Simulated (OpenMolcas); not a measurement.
**InNH4 (SMILES [NH2][InH2]) at 5 levels**

Wanted: a comparison of 5 runs (B3LYP/def2-SVP, M06-2X/def2-SVP, SVWN5/def2-SVP, MP2/def2-SVP, CCSD(T)/def2-SVP) of InNH4. 

The calculation is run with OpenMolcas 26.06.

### Step 1. The molecule

The species is InNH4 (6 atoms), meant as a singlet with charge 0. As SMILES, `[NH2][InH2]`. One bond was lengthened or shortened from a relaxed shape.

Bond lengths: N1–In2 2.007 Å, N1–H3 1.006 Å, N1–H4 1.157 Å, In2–H5 1.712 Å, In2–H6 1.712 Å. Angles: N1–In2–H5 115.0°, N1–In2–H6 115.0°, In2–N1–H3 124.3°, In2–N1–H4 124.3°, H5–In2–H6 130.0°, H3–N1–H4 111.3°.

### Step 2. A single-point energy at B3LYP/def2-SVP (core potential) (run 1)

Contents of coord.xyz:

```xyz
6

N     -0.152810    -0.964988     0.136476
In     0.034690     1.031412     0.051576
H     -0.658610    -1.457388     0.853276
H      0.311900    -1.697300    -0.629300
H      0.951890     1.616012    -1.270824
H     -0.748010     1.885812     1.311976
```

Contents of calc.input:

```
>>> EXPORT MOLCAS_PRINT=2
&GATEWAY
BasLib=$CurrDir
Coord=coord.xyz
Basis=def2-SVP
Group=NoSym
&SEWARD
GridInput
Grid=UltraFine
End of Grid
&SCF
KSDFT=B3LYP
Thresholds=1e-10 1e-07 1e-07 1e-05
PrOrbitals=1
```

The basis set def2-SVP is read from a file made from the Basis Set Exchange's data (not shown).

Launch:

```bash
export MOLCAS_MEM=1860
pymolcas calc.input > calc.log
```

The log of the run:

```text
--- Start Module: gateway ---
[...]
--- Stop Module: gateway /rc=_RC_ALL_IS_WELL_ ---
--- Start Module: seward ---
[...]
      Basis functions           60
--- Stop Module: seward /rc=_RC_ALL_IS_WELL_ ---
[...]
--- Start Module: scf ---
[...]
       Convergence after  15 Iterations
[...]
::    Total KS-DFT energy                            -247.2746249507
[...]
      Total spin, S                                     0.0000000000
[...]
      Total electronic charge=   32.000000
      Total            charge=   -0.000000
[...]
      Dipole Moment (debye):
      Origin of the operator (angstrom)=    0.0128    0.7925    0.0610
                   X= -5.4178E-02               Y= -8.3800E-01               Z=  1.2695E-02           Total=  8.3985E-01
      Quadrupole Moment (debye*angstrom):
[...]
--- Stop Module: scf /rc=_RC_ALL_IS_WELL_ ---
[...]
```

It took 33 s on 1 thread of Intel Xeon at 2.50GHz (Skylake/Cascade Lake), shared host; peak memory 0.39 GiB.

### Step 3. A single-point energy at M06-2X/def2-SVP (core potential) (run 2)

Contents of run.input:

```
&gateway
  baslib=$CurrDir
  basisset
  N.def2-SVP....
  N1 -0.152810 -0.964988 0.136476 angstrom
  End of Basis
  basisset
  In.def2-SVP....
  In2 0.034690 1.031412 0.051576 angstrom
  End of Basis
  basisset
  H.def2-SVP....
  H3 -0.658610 -1.457388 0.853276 angstrom
  H4 0.311900 -1.697300 -0.629300 angstrom
  H5 0.951890 1.616012 -1.270824 angstrom
  H6 -0.748010 1.885812 1.311976 angstrom
  End of Basis

&seward
  gridinput
  Grid=UltraFine
  End of Grid

&scf
  ksdft=M062X
  thresholds=1e-10 1e-07 1e-07 1e-05
  prorbitals=1 2
```

The basis set def2-SVP is read from a file made from the Basis Set Exchange's data (not shown).

Launch:

```bash
export MOLCAS_MEM=1860
pymolcas run.input > run.log
```

The log of the run:

```text
--- Start Module: gateway ---
[...]
--- Stop Module: gateway /rc=_RC_ALL_IS_WELL_ ---
--- Start Module: seward ---
[...]
      Basis functions           60
--- Stop Module: seward /rc=_RC_ALL_IS_WELL_ ---
[...]
--- Start Module: scf ---
[...]
       Convergence after  13 Iterations
[...]
::    Total KS-DFT energy                            -247.0995731165
[...]
      Total spin, S                                     0.0000000000
[...]
      Total electronic charge=   32.000000
      Total            charge=   -0.000000
[...]
      Dipole Moment (debye):
      Origin of the operator (angstrom)=    0.0128    0.7925    0.0610
                   X= -2.9451E-02               Y= -6.6288E-01               Z= -6.0887E-03           Total=  6.6356E-01
      Quadrupole Moment (debye*angstrom):
[...]
--- Stop Module: scf /rc=_RC_ALL_IS_WELL_ ---
[...]
```

Wall time 36 s (1 thread of Intel Xeon at 2.50GHz (Skylake/Cascade Lake), shared host); peak memory 0.4 GiB.

Runs 3 to 4 aren't shown in full; the table further down has their settings and results.

### Step 4. The energy at CCSD(T)/def2-SVP (core potential) (run 5)

Contents of struct.xyz:

```xyz
6

N     -0.152810    -0.964988     0.136476
In     0.034690     1.031412     0.051576
H     -0.658610    -1.457388     0.853276
H      0.311900    -1.697300    -0.629300
H      0.951890     1.616012    -1.270824
H     -0.748010     1.885812     1.311976
```

Contents of run.inp:

```
>>> EXPORT MOLCAS_PRINT=2

&GATEWAY
  BasLib=$CurrDir
  Coord=struct.xyz
  Basis=def2-SVP
  Group=NoSym

&SEWARD

&SCF
  Thresholds=1e-10 1e-07 1e-07 1e-05
  PrOrbitals=1 2

&RASSCF
  FileOrb=$Project.ScfOrb
  Spin=1
  Nactel=0 0 0
  Inactive=16
  Ras2=0
  OutOrbitals=Canonical
  OrbListing=Few

&MOTRA
  JobIph
  Frozen=5

&CCSDT
  CCT
  Triples=2
  Iterations=80
  Accuracy=1e-08
  Extrapolation=5 4
```

The basis set def2-SVP is read from a file made from the Basis Set Exchange's data (not shown).

Launch:

```bash
export MOLCAS_MEM=1860
pymolcas run.inp > run.log
```

The log of the run:

```text
--- Start Module: gateway ---
[...]
--- Stop Module: gateway /rc=_RC_ALL_IS_WELL_ ---
[...]
      Basis functions           60
[...]
       Convergence after  13 Iterations
[...]
::    Total SCF energy                               -245.8962096808
[...]
      Total spin, S                                     0.0000000000
[...]
      Number of active orbitals                  0
[...]
      Spin quantum number                      0.0
[...]
      Active orbitals                            0
[...]
      Number of CSFs                             1
[...]
      Number of root(s) required                 1
[...]
      Convergence after  4 iterations
[...]
      Natural orbitals and occupation numbers for root  1
      ************************************************************************************************************************
      *                                                    Final results                                                     *
      ************************************************************************************************************************
[...]
::    RASSCF root number  1 Total energy:   -245.89620968
[...]
      Total electronic charge=   32.000000
      Total            charge=   -0.000000
[...]
      Dipole Moment (debye):
      Origin of the operator (angstrom)=    0.0128    0.7925    0.0610
                   X= -9.1883E-04               Y= -2.6937E-01               Z= -9.0829E-03           Total=  2.6953E-01
      Quadrupole Moment (debye*angstrom):
[...]
--- Start Module: motra ---
[...]
      *** WARNING: Default frozen orbitals is overwritten by user input.
      *** Default values:   1
[...]
--- Stop Module: motra /rc=_RC_ALL_IS_WELL_ ---
[...]
--- Start Module: ccsdt ---
[...]
      Convergence after                    14  Iterations
      Total energy (diff) :    -246.20087374       0.00000001
[...]
 METHOD                       : CCSD+T(CCSD)+<T3(1)WT1> = CCSD(T)
[...]
       CCSD     =      -246.2008737378360
[...]
--- Stop Module: ccsdt /rc=_RC_ALL_IS_WELL_ ---
[...]
```

It took 53 s on 1 thread of Intel Xeon at 2.50GHz (Skylake/Cascade Lake), shared host; peak memory 0.39 GiB.

### Step 5. The series

```
run                              level  integration grid  frozen core orbitals  energy (Eh)  dipole moment (D) of the reference  HOMO energy (eV)  LUMO energy (eV)  wall time
  1    B3LYP/def2-SVP (core potential)         UltraFine                     –  -247.274625                                0.84             -6.48             -1.17       33 s
  2   M06-2X/def2-SVP (core potential)         UltraFine                     –  -247.099573                                0.66             -8.03             -0.38       36 s
  3    SVWN5/def2-SVP (core potential)         UltraFine                     –  -246.410441                                1.17             -5.62             -1.82       35 s
  4      MP2/def2-SVP (core potential)                 –                     5  -246.173584                                0.27            -10.06              1.52       18 s
  5  CCSD(T)/def2-SVP (core potential)                 –                     5  -246.209596                                0.27            -10.06              1.52       53 s
```

### Step 6. Summary of results

| quantity | value |
| --- | --- |
| run 5: total energy | -246.20960 Eh |
| run 5: dipole moment (mean-field density) | 0.27 D |
| run 5: HOMO energy (Hartree–Fock orbitals) | -10.06 eV |
| run 5: LUMO energy (Hartree–Fock orbitals) | 1.52 eV |
| run 5: HOMO–LUMO gap (Hartree–Fock orbitals) | 11.57 eV |
| run 5: correlation energy (5 core orbitals frozen) | -313.4 mEh |
| run 5: (T) correction | -8.72 mEh |

What this shows: Over runs 1, 2, 3 the dipole moment (its size) runs from 0.66 D (M06-2X/def2-SVP) to 1.17 D (SVWN5/def2-SVP). Over runs 1, 2, 3 the HOMO–LUMO gap runs from 3.79 eV (SVWN5/def2-SVP) to 7.65 eV (M06-2X/def2-SVP). Totals of different functionals can't be ranked against each other. All runs together took 2.9 min, the longest 53 s.
